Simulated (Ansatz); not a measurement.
# BBrCl₂ + HCl: a complex and its separated parts, part 2 of 2

Ansatz 0.2.0, Gaussian basis. The steps go on from the part before.

## Step 14: wB97X-V/def2-TZVPP

The inputs:

parta/in.yaml

```yaml
crystal:
  periodic: [false, false, false]
  atoms:
    - {symbol: B, position_ang: [-0.853395, -0.636571, 0.365315]}
    - {symbol: Cl, position_ang: [-0.480774, -2.072879, -0.533195]}
    - {symbol: Cl, position_ang: [-2.153291, 0.394675, -0.140594]}
    - {symbol: Br, position_ang: [0.165164, -0.191617, 1.907872]}
basis:
  gaussian: {orbitals: def2-TZVPP}
hamiltonian: {xc: {name: wB97X-V}}
```

partb/in.yaml

```yaml
crystal:
  periodic: [false, false, false]
  atoms:
    - {symbol: Cl, position_ang: [1.575733, 1.295862, -1.432006]}
    - {symbol: H, position_ang: [1.746662, 1.210529, -0.167492]}
basis:
  gaussian: {orbitals: def2-TZVPP}
hamiltonian: {xc: {name: wB97X-V}}
```

Each run has its own folder and the same command.

Started as:

```
$ ansatz run in.yaml --threads 8 --pin off --events-out ev --progress --plain --max-ram 19148MiB
```

parta printed, shortened:

```text
Functional definition: wB97X-V
  name "wB97X-V"
  cite "Mardirossian & Head-Gordon, Phys. Chem. Chem. Phys. 16, 9904 (2014) doi:10.1039/C3CP54374A"
  cite "Becke, J. Chem. Phys. 107, 8554 (1997) doi:10.1063/1.475007"
  cite "Vydrov & Van Voorhis, J. Chem. Phys. 133, 244103 (2010) doi:10.1063/1.3521275"
[...]
      + integral(e_c_pw_opposite_spin*poly(b97_u_opposite, cos0, cos1)) + vv10(b, c)
1202 factors; their error is unknown
178 factors; integrals over basis functions are off by at most 4.4e-5 eV
[...]
mean field -95761.74995036 eV, -3519.1794010302 hartree, gradient 4.1e-5 eV, S^2 0.000000; 0 other end points of the search recorded, 0 dependent functions left out
reference -95761.74994882 eV, -3519.1794009736 hartree; 37, 37 occupied and 126, 126 virtual orbitals, 1202 factors
Total energy: -95761.74994882 eV, -3519.1794009736 hartree
```

Log of partb, shortened:

```text
[... 5 set-up lines as earlier in the session ...]
[...]
      + integral(e_c_pw_opposite_spin*poly(b97_u_opposite, cos0, cos1)) + vv10(b, c)
369 factors; their error is unknown
62 factors; integrals over basis functions are off by at most 9.0e-5 eV
[...]
mean field -12537.61272767 eV, -460.7487694428 hartree, gradient 5.7e-5 eV, S^2 0.000000; 0 other end points of the search recorded, 0 dependent functions left out
reference -12537.61272672 eV, -460.7487694079 hartree; 9, 9 occupied and 47, 47 virtual orbitals, 369 factors
Total energy: -12537.61272672 eV, -460.7487694079 hartree
```

They took 2.5 s (parta), 0.3 s (partb) on 8 threads of Arm Neoverse V1, shared host.

## Step 15: wB97M-V/def2-TZVPP

The same edit goes into each in.yaml of step 14 (parta, partb):

```diff
-hamiltonian: {xc: {name: wB97X-V}}
+hamiltonian: {xc: {name: wB97M-V}}
```

One command serves all of them, each in its own folder.

Started as:

```
$ ansatz run in.yaml --threads 8 --pin off --events-out ev --progress --plain --max-ram 19148MiB
```

Output in parta, shortened:

```text
Functional definition: wB97M-V
  name "wB97M-V"
  cite "Mardirossian & Head-Gordon, J. Chem. Phys. 144, 214110 (2016) doi:10.1063/1.4952647"
[... 2 set-up lines as earlier in the session ...]
  # Of w^i u^j: cxij and so on, Table III.
[...]
  gx(w, u) = 1 - cx + cx01*u + cx10*w
[...]
      + integral(e_c_pw_mod_opposite_spin*gos(b97_w_opposite, b97_u_opposite)) + vv10(b, c)
1197 factors; their error is unknown
178 factors; integrals over basis functions are off by at most 4.4e-5 eV
[...]
mean field -95766.78169830 eV, -3519.3643143565 hartree, gradient 1.3e-5 eV, S^2 0.000000; 0 other end points of the search recorded, 0 dependent functions left out
reference -95766.78173558 eV, -3519.3643157264 hartree; 37, 37 occupied and 126, 126 virtual orbitals, 1197 factors
Total energy: -95766.78173558 eV, -3519.3643157264 hartree
```

partb printed, shortened:

```text
[... 5 set-up lines as earlier in the session ...]
  # Of w^i u^j: cxij and so on, Table III.
[...]
  gx(w, u) = 1 - cx + cx01*u + cx10*w
[...]
      + integral(e_c_pw_mod_opposite_spin*gos(b97_w_opposite, b97_u_opposite)) + vv10(b, c)
369 factors; their error is unknown
62 factors; integrals over basis functions are off by at most 9.0e-5 eV
[...]
mean field -12538.73838890 eV, -460.7901367298 hartree, gradient 5.7e-5 eV, S^2 0.000000; 0 other end points of the search recorded, 0 dependent functions left out
reference -12538.73841194 eV, -460.7901375768 hartree; 9, 9 occupied and 47, 47 virtual orbitals, 369 factors
Total energy: -12538.73841194 eV, -460.7901375768 hartree
```

Times: 3 s (parta), 0.35 s (partb) on 8 threads of Arm Neoverse V1, shared host.

## Step 16: B2PLYP/def2-TZVPP

The same edit goes into each in.yaml of step 15 (parta, partb):

```diff
-hamiltonian: {xc: {name: wB97M-V}}
+hamiltonian: {xc: {name: B2PLYP}}
```

Each run has its own folder and the same command.

Started as:

```
$ ansatz run in.yaml --threads 8 --pin off --events-out ev --progress --plain --max-ram 19148MiB
```

Output in parta, shortened:

```text
Functional definition: B2PLYP
  name "B2PLYP"
  cite "Grimme, J. Chem. Phys. 124, 034108 (2006) doi:10.1063/1.2148954"
[... 2 set-up lines as earlier in the session ...]
[...]
1033 factors; integrals over basis functions are off by at most 3.7e-4 eV
[...]
mean field -95747.28476837 eV, -3518.6478153971 hartree, gradient 7.3e-6 eV, S^2 0.000000; 0 other end points of the search recorded, 0 dependent functions left out
20 core orbitals not correlated: weight in the atoms' cores, before any rotation towards them, 1.000 or more for the frozen orbitals, at most 0.000 for the correlated occupied ones
reference -95747.28491838 eV, -3518.6478209097 hartree; 17, 17 occupied and 126, 126 virtual orbitals, 1033 factors
second order -24.63909854 eV of doubles, -0.00000000 eV of singles
Total energy: -95753.93747498 eV, -3518.8922978556 hartree
```

Output in partb, shortened:

```text
[... 5 set-up lines as earlier in the session ...]
[...]
322 factors; integrals over basis functions are off by at most 1.4e-3 eV
[...]
mean field -12534.13735467 eV, -460.6210518406 hartree, gradient 9.7e-6 eV, S^2 0.000000; 0 other end points of the search recorded, 0 dependent functions left out
5 core orbitals not correlated: weight in the atoms' cores, before any rotation towards them, 1.000 or more for the frozen orbitals, at most 0.000 for the correlated occupied ones
reference -12534.13745143 eV, -460.6210553964 hartree; 4, 4 occupied and 47, 47 virtual orbitals, 322 factors
second order -6.68493313 eV of doubles, -0.00000000 eV of singles
Total energy: -12535.94238337 eV, -460.6873854220 hartree
```

Wall times: 1.6 s (parta), 0.2 s (partb) on 8 threads of Arm Neoverse V1, shared host.

## Step 17: PBE-QIDH/def2-TZVPP

The same edit goes into each in.yaml of step 16 (parta, partb):

```diff
-hamiltonian: {xc: {name: B2PLYP}}
+hamiltonian: {xc: {name: PBE-QIDH}}
```

The same command starts each run, in its folder.

Started as:

```
$ ansatz run in.yaml --threads 8 --pin off --events-out ev --progress --plain --max-ram 19148MiB
```

parta printed, shortened:

```text
Functional definition: PBE-QIDH
  name "PBE-QIDH"
  cite "Brémond, Sancho-García, Pérez-Jiménez & Adamo, J. Chem. Phys. 141, 031101 (2014) doi:10.1063/1.4890314"
[... 1 set-up line as earlier in the session ...]
[...]
1033 factors; integrals over basis functions are off by at most 3.7e-4 eV
[...]
mean field -95734.17114887 eV, -3518.1658987690 hartree, gradient 8.4e-6 eV, S^2 0.000000; 0 other end points of the search recorded, 0 dependent functions left out
20 core orbitals not correlated: weight in the atoms' cores, before any rotation towards them, 1.000 or more for the frozen orbitals, at most 0.000 for the correlated occupied ones
reference -95734.17115907 eV, -3518.1658991439 hartree; 17, 17 occupied and 126, 126 virtual orbitals, 1033 factors
second order -22.92264310 eV of doubles, -0.00000000 eV of singles
Total energy: -95741.81204010 eV, -3518.4466963427 hartree
```

Output in partb, shortened:

```text
[... 4 set-up lines as earlier in the session ...]
[...]
322 factors; integrals over basis functions are off by at most 1.4e-3 eV
[...]
mean field -12531.03295361 eV, -460.5069672061 hartree, gradient 2.4e-6 eV, S^2 0.000000; 0 other end points of the search recorded, 0 dependent functions left out
5 core orbitals not correlated: weight in the atoms' cores, before any rotation towards them, 1.000 or more for the frozen orbitals, at most 0.000 for the correlated occupied ones
reference -12531.03295998 eV, -460.5069674402 hartree; 4, 4 occupied and 47, 47 virtual orbitals, 322 factors
second order -6.22516025 eV of doubles, -0.00000000 eV of singles
Total energy: -12533.10801340 eV, -460.5832242467 hartree
```

Times: 1.6 s (parta), 0.2 s (partb) on 8 threads of Arm Neoverse V1, shared host.

## Step 18: RPA on PBE/def2-TZVPP

The same edit goes into each in.yaml of step 17 (parta, partb):

```diff
-hamiltonian: {xc: {name: PBE-QIDH}}
+hamiltonian: {xc: pbe}
+correlation: {method: rpa}
```

One command serves all of them, each in its own folder.

Started as:

```
$ ansatz run in.yaml --threads 8 --pin off --events-out ev --progress --plain --max-ram 19148MiB
```

Log of parta, shortened:

```text
[... 4 set-up lines as earlier in the session ...]
[...]
1033 factors; integrals over basis functions are off by at most 3.7e-4 eV
[...]
mean field -95750.29171979 eV, -3518.7583188234 hartree, gradient 3.5e-6 eV, S^2 0.000000; 0 other end points of the search recorded, 0 dependent functions left out
20 core orbitals not correlated: weight in the atoms' cores, before any rotation towards them, 1.000 or more for the frozen orbitals, at most 0.000 for the correlated occupied ones
reference -95680.66899480 eV, -3516.1997308721 hartree; 17, 17 occupied and 126, 126 virtual orbitals, 1033 factors
Total energy: -95712.60335203 eV, -3517.3732968544 hartree
```

Output in partb, shortened:

```text
[... 4 set-up lines as earlier in the session ...]
[...]
322 factors; integrals over basis functions are off by at most 1.4e-3 eV
[...]
mean field -12534.30962680 eV, -460.6273827245 hartree, gradient 3.3e-6 eV, S^2 0.000000; 0 other end points of the search recorded, 0 dependent functions left out
5 core orbitals not correlated: weight in the atoms' cores, before any rotation towards them, 1.000 or more for the frozen orbitals, at most 0.000 for the correlated occupied ones
reference -12519.65923239 eV, -460.0889906607 hartree; 4, 4 occupied and 47, 47 virtual orbitals, 322 factors
Total energy: -12529.02200955 eV, -460.4330663747 hartree
```

They took 1.4 s (parta), 0.2 s (partb) on 8 threads of Arm Neoverse V1, shared host.

## Step 19: CCSD(T)/def2-TZVPP

The same edit goes into each in.yaml of step 18 (parta, partb):

```diff
-hamiltonian: {xc: pbe}
-correlation: {method: rpa}
+correlation: {method: ccsd_t}
```

The same command starts each run, in its folder.

Started as:

```
$ ansatz run in.yaml --threads 8 --pin off --events-out ev --progress --plain --max-ram 19148MiB
```

parta printed, shortened:

```text
Functional definition: HF
  name "HF"
  cite "Fock, Z. Phys. 61, 126 (1930) doi:10.1007/BF01340294"
[... 1 set-up line as earlier in the session ...]
[...]
1033 factors; integrals over basis functions are off by at most 3.7e-4 eV
[...]
mean field -95682.02064079 eV, -3516.2494029460 hartree, gradient 1.4e-6 eV, S^2 0.000000; 0 other end points of the search recorded, 0 dependent functions left out
20 core orbitals not correlated: weight in the atoms' cores, before any rotation towards them, 1.000 or more for the frozen orbitals, at most 0.000 for the correlated occupied ones
reference -95682.02064079 eV, -3516.2494029460 hartree; 17, 17 occupied and 126, 126 virtual orbitals, 1033 factors
second order -20.36828644 eV of doubles, -0.00000000 eV of singles
cycle   1  -20.74621622 eV  change   -3.8e-1 eV  update   9.3e-2
[...]
cycle   9  -21.26430573 eV  change   -9.9e-6 eV  update   1.5e-5
perturbative correction -0.91833701 eV, -0.0337482626 hartree
Total energy: -95704.20328352 eV, -3517.0646000306 hartree
```

partb printed, shortened:

```text
[... 4 set-up lines as earlier in the session ...]
[...]
322 factors; integrals over basis functions are off by at most 1.4e-3 eV
[...]
mean field -12519.93378154 eV, -460.0990801557 hartree, gradient 2.9e-6 eV, S^2 0.000000; 0 other end points of the search recorded, 0 dependent functions left out
5 core orbitals not correlated: weight in the atoms' cores, before any rotation towards them, 1.000 or more for the frozen orbitals, at most 0.000 for the correlated occupied ones
reference -12519.93378154 eV, -460.0990801557 hartree; 4, 4 occupied and 47, 47 virtual orbitals, 322 factors
second order -5.53926226 eV of doubles, -0.00000000 eV of singles
cycle   1  -5.96028738 eV  change   -4.2e-1 eV  update   3.9e-2
[...]
cycle   7  -6.10183129 eV  change   -5.6e-6 eV  update   7.9e-6
perturbative correction -0.21572425 eV, -0.0079277201 hartree
Total energy: -12526.25133709 eV, -460.3312460399 hartree
```

Times: 6 s (parta), 0.2 s (partb) on 8 threads of Arm Neoverse V1, shared host; peak memory 0.88 GiB.

## Step 20: Vibrations of BBrCl₂

File vib-parta/in.yaml:

```yaml
crystal:
  periodic: [false, false, false]
  atoms:
    - {symbol: B, position_ang: [-0.853395, -0.636571, 0.365315]}
    - {symbol: Cl, position_ang: [-0.480774, -2.072879, -0.533195]}
    - {symbol: Cl, position_ang: [-2.153291, 0.394675, -0.140594]}
    - {symbol: Br, position_ang: [0.165164, -0.191617, 1.907872]}
basis:
  gaussian: {orbitals: def2-TZVP}
hamiltonian: {xc: pbe0, dispersion: d4}
phonons: {temperatures: {t_min: 298.15, t_max: 900, t_step: 200}}
```

Started as:

```
$ ansatz run in.yaml --threads 8 --pin off --events-out ev --progress --plain --max-ram 19148MiB
```

The log of the run, shortened:

```text
[... 5 set-up lines as earlier in the session ...]
[...]
1118 factors; their error is unknown
[...]
mean field -95754.82673465 eV, -3518.9249775458 hartree, gradient 3.4e-5 eV, S^2 0.000000; 0 other end points of the search recorded, 0 dependent functions left out
[...]
Atom 1 at    -0.480774    -2.072879    -0.533195 Å, force    -0.000136     0.000045    -0.000013 eV/Å
Atom 2 at    -2.153291     0.394675    -0.140594 Å, force    -0.000013    -0.000137    -0.000042 eV/Å
Atom 3 at     0.165164    -0.191617     1.907872 Å, force    -0.000015    -0.000019     0.000056 eV/Å
Dipole moment:    -0.005115    -0.002235    -0.007740 e Å
Vibrations: 209.05 221.66 413.52 433.17 896.10 976.09 cm⁻¹, zero-point energy 0.195250 eV
```

Run time: 14 s. Hardware: 8 threads of Arm Neoverse V1, shared host.

Wavenumbers and character of the modes:

| mode | wavenumber (cm⁻¹) | character |
| --- | --- | --- |
| 1 | 209 | bend |
| 2 | 222 | bend |
| 3 | 414 | B–Cl and B–Br stretch |
| 4 | 433 | out-of-plane bend |
| 5 | 896 | B–Br and B–Cl stretch |
| 6 | 976 | B–Cl stretch |

Vibrational sums (real modes only):

| T (K) | entropy (J/mol/K) | heat capacity (J/mol/K) |
| --- | --- | --- |
| 298 | 25.1 | 30.9 |
| 498 | 43.5 | 40.2 |
| 698 | 57.8 | 44.3 |
| 898 | 69.2 | 46.3 |

## Step 21: Vibrations of HCl

File vib-partb/in.yaml:

```yaml
crystal:
  periodic: [false, false, false]
  atoms:
    - {symbol: Cl, position_ang: [1.575733, 1.295862, -1.432006]}
    - {symbol: H, position_ang: [1.746662, 1.210529, -0.167492]}
basis:
  gaussian: {orbitals: def2-TZVP}
hamiltonian: {xc: pbe0, dispersion: d4}
phonons: {temperatures: {t_min: 298.15, t_max: 900, t_step: 200}}
```

Started as:

```
$ ansatz run in.yaml --threads 8 --pin off --events-out ev --progress --plain --max-ram 19148MiB
```

The log of the run, shortened:

```text
[... 5 set-up lines as earlier in the session ...]
[...]
312 factors; their error is unknown
[...]
mean field -12535.31645841 eV, -460.6643831039 hartree, gradient 4.2e-5 eV, S^2 0.000000; 0 other end points of the search recorded, 0 dependent functions left out
[...]
reference -12535.31637371 eV, -460.6643799912 hartree; 9, 9 occupied and 34, 34 virtual orbitals, 312 factors
Total energy: -12535.32105166 eV, -460.6645519027 hartree
Atom 0 at     1.575733     1.295862    -1.432006 Å, force    -0.000021     0.000011    -0.000158 eV/Å
Atom 1 at     1.746662     1.210529    -0.167492 Å, force     0.000021    -0.000011     0.000158 eV/Å
Dipole moment:     0.035100    -0.017523     0.259667 e Å
Vibrations: 2997.04 cm⁻¹, zero-point energy 0.185793 eV
```

Run time: 0.9 s. Hardware: 8 threads of Arm Neoverse V1, shared host.

Wavenumbers and character of the modes:

| mode | wavenumber (cm⁻¹) | character |
| --- | --- | --- |
| 1 | 2997 | Cl–H stretch |

Vibrational sums (real modes only):

| T (K) | entropy (J/mol/K) | heat capacity (J/mol/K) |
| --- | --- | --- |
| 298 | 0.0 | 0.0 |
| 498 | 0.0 | 0.1 |
| 698 | 0.1 | 0.7 |
| 898 | 0.4 | 1.6 |

## Step 22: Complex less separated parts

The complex's own energies come from single points at the same levels.

Rows are in def2-TZVPP; times add the 3 runs of a level on a shared host, so small differences are noise.

Differences are taken before rounding.

| method | rung | complex less parts (eV) | from CCSD(T) (eV) | time |
| --- | --- | --- | --- | --- |
| SPW92 | LDA | -0.143 | -0.072 | 1.2 s |
| PBE-D4 | GGA | -0.111 | -0.040 | 1.9 s |
| BLYP-D4 | GGA | -0.108 | -0.037 | 1.9 s |
| r2SCAN-D4 | meta-GGA | -0.090 | -0.019 | 4.8 s |
| B97M-V | meta-GGA | -0.096 | -0.025 | 8.3 s |
| PBE0-D4 | hybrid | -0.100 | -0.029 | 3.5 s |
| B3LYP-D4 | hybrid | -0.105 | -0.034 | 3 s |
| r2SCAN0-D4 | hybrid | -0.088 | -0.017 | 5.8 s |
| BHLYP-D4 | hybrid | -0.105 | -0.034 | 3.1 s |
| CAM-B3LYP-D4 | range-separated hybrid | -0.098 | -0.027 | 3.5 s |
| wB97X-V | range-separated hybrid | -0.095 | -0.024 | 7.1 s |
| wB97M-V | range-separated hybrid | -0.100 | -0.029 | 8.9 s |
| B2PLYP | double hybrid | -0.035 | +0.036 | 4.9 s |
| PBE-QIDH | double hybrid | -0.058 | +0.012 | 5 s |
| RPA on PBE | RPA | -0.053 | +0.018 | 4.2 s |
| Hartree-Fock | wavefunction | 0.032 | +0.103 |  |
| MP2 | wavefunction | -0.092 | -0.021 |  |
| CCSD | wavefunction | -0.055 | +0.016 |  |
| CCSD(T) | wavefunction | -0.071 | 0 | 32 s |

Among the levels timed on like hardware and quicker than the yardstick, those that no quicker one beats, quickest first: SPW92 (1.2 s, -0.072 eV); PBE-D4 (1.9 s, -0.040 eV); BLYP-D4 (1.9 s, -0.037 eV); B3LYP-D4 (3 s, -0.034 eV); CAM-B3LYP-D4 (3.5 s, -0.027 eV); RPA on PBE (4.2 s, +0.018 eV); PBE-QIDH (5 s, +0.012 eV).

For cost: PBE-QIDH gets within 0.012 eV in 5 s, where CCSD(T) took 32 s; the quickest level in the cost chart, SPW92, takes 1.2 s and misses by 0.072 eV.

The complex's zero-point energy, from a separate PBE0-D4 run, is 0.400 eV.

## Step 23: Summary of results

This closing draws on all 2 parts.

| quantity | value |
| --- | --- |
| complex less parts, CCSD(T)/def2-TZVPP | -0.071 eV |
| with zero-point energy | -0.052 eV |
| largest T1 diagnostic | 0.010 |

At CCSD(T) the complex lies 0.071 eV below its parts. PBE-QIDH is the best functional here (+0.012 eV from CCSD(T)); SPW92 is the worst (-0.072 eV). Mean unsigned error by rung: LDA 0.072, GGA 0.038, meta-GGA 0.022, hybrid 0.028, range-separated hybrid 0.027, double hybrid 0.024 eV. PBE-D4 gives a relative energy 0.040 eV too low, an error of 56 % of the reference. No counterpoise was applied, and triple zeta lacks some correlation, so the CCSD(T) reference has a basis error of its own, and close matches with it are partly luck.
